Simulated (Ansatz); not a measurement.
# TmGa3Hg3As2N4: the cost of one run

Method: DFT PBE, scalar-relativistic, plane waves, PAW, in Ansatz 0.2.0.

5 further runs of the same task are left out: 1 for a known fault of the program, 2 that didn't finish, 2 set aside as unsound or not needed.

## Step 1: The system as given

It takes space group P31m (No. 157, trigonal). Conventional cell: a = 6.697 Å, b = 6.697 Å, c = 6.156 Å, α = 90.00°, β = 90.00°, γ = 120.00°. Tm (site symmetry 3m) has 3 Ga at 2.27 Å as nearest neighbours. Ga (site symmetry m) is surrounded by 1 Tm at 2.27 Å and 2 As at 2.58 Å. Hg (site symmetry m) is surrounded by 2 N at 2.38 Å and 2 As at 2.79 Å. Around As (site symmetry 3) lie 2 N at 1.89 to 2.57 Å and 3 Ga at 2.58 Å. N (site symmetry 3) is surrounded by 1 N at 1.69 Å. N (site symmetry 3) has 1 N at 1.69 Å and 1 As at 1.89 Å and 3 Hg at 2.38 Å as nearest neighbours.

As a file:

```cif
data_structure
_symmetry_space_group_name_H-M 'P 1'
_symmetry_Int_Tables_number 1
_cell_length_a 6.6968
_cell_length_b 6.6968
_cell_length_c 6.1556
_cell_angle_alpha 90.000
_cell_angle_beta 90.000
_cell_angle_gamma 120.000
_cell_volume 239.08
loop_
_atom_site_label
_atom_site_type_symbol
_atom_site_fract_x
_atom_site_fract_y
_atom_site_fract_z
_atom_site_occupancy
Tm1 Tm 0.00000 0.00000 0.48994 1
Ga1 Ga 0.28319 0.00000 0.28714 1
Ga2 Ga 0.00000 0.28319 0.28714 1
Ga3 Ga 0.71681 0.71681 0.28714 1
Hg1 Hg 0.69895 0.00000 0.89641 1
Hg2 Hg 0.00000 0.69895 0.89641 1
Hg3 Hg 0.30105 0.30105 0.89641 1
As1 As 0.33333 0.66667 0.14026 1
As2 As 0.66667 0.33333 0.14026 1
N1 N 0.33333 0.66667 0.55810 1
N2 N 0.66667 0.33333 0.55810 1
N3 N 0.33333 0.66667 0.83329 1
N4 N 0.66667 0.33333 0.83329 1
```

The moments start at Tm 2.00 μB.

## Step 2: Full relaxation

Input file input.yaml:

```yaml
crystal:
  lattice:
    - [6.6967890953, 0.0, 0.0]
    - [-3.3483945477, 5.7995894791, 0.0]
    - [0.0, 0.0, 6.1556215253]
  atoms:
    - { symbol: Tm, position: [0.0, 0.0, 0.48993689], spin: 2.0 }
    - { symbol: Ga, position: [0.2831872, 0.0, 0.2871432] }
    - { symbol: Ga, position: [0.0, 0.2831872, 0.2871432] }
    - { symbol: Ga, position: [0.7168128, 0.7168128, 0.2871432] }
    - { symbol: Hg, position: [0.69894545, 0.0, 0.8964052] }
    - { symbol: Hg, position: [0.0, 0.69894545, 0.8964052] }
    - { symbol: Hg, position: [0.30105455, 0.30105455, 0.8964052] }
    - { symbol: As, position: [0.33333333, 0.66666667, 0.1402593] }
    - { symbol: As, position: [0.66666667, 0.33333333, 0.1402593] }
    - { symbol: "N", position: [0.33333333, 0.66666667, 0.55810212] }
    - { symbol: "N", position: [0.66666667, 0.33333333, 0.55810212] }
    - { symbol: "N", position: [0.33333333, 0.66666667, 0.83329016] }
    - { symbol: "N", position: [0.66666667, 0.33333333, 0.83329016] }
basis:
  ecutwfc: 420
  ecutrho_ratio: 4
kpoints:
  mp_grid: { grid: [4, 4, 4] }
hamiltonian:
  xc: pbe
scf:
  occupations: { method: gaussian, width: 0.05 }
output:
  forces: true
  stress: true
  eigenvalues: true
  populations: true
magnetization:
  spin_polarized: true
relax:
  f_tol: 0.01
  max_steps: 60
  cell: { stress_tol: 0.04 }
```

The run is started by

```
> ansatz run input.yaml --threads 8 --pin off --max-ram 14336MiB --backend cpu --events-out ev --progress --plain --runs-dir out
```

What time and memory should one allow on 8 threads of Intel Xeon 6975P-C (Granite Rapids), shared host?

About 8.4 min, with a peak of 2 GiB.
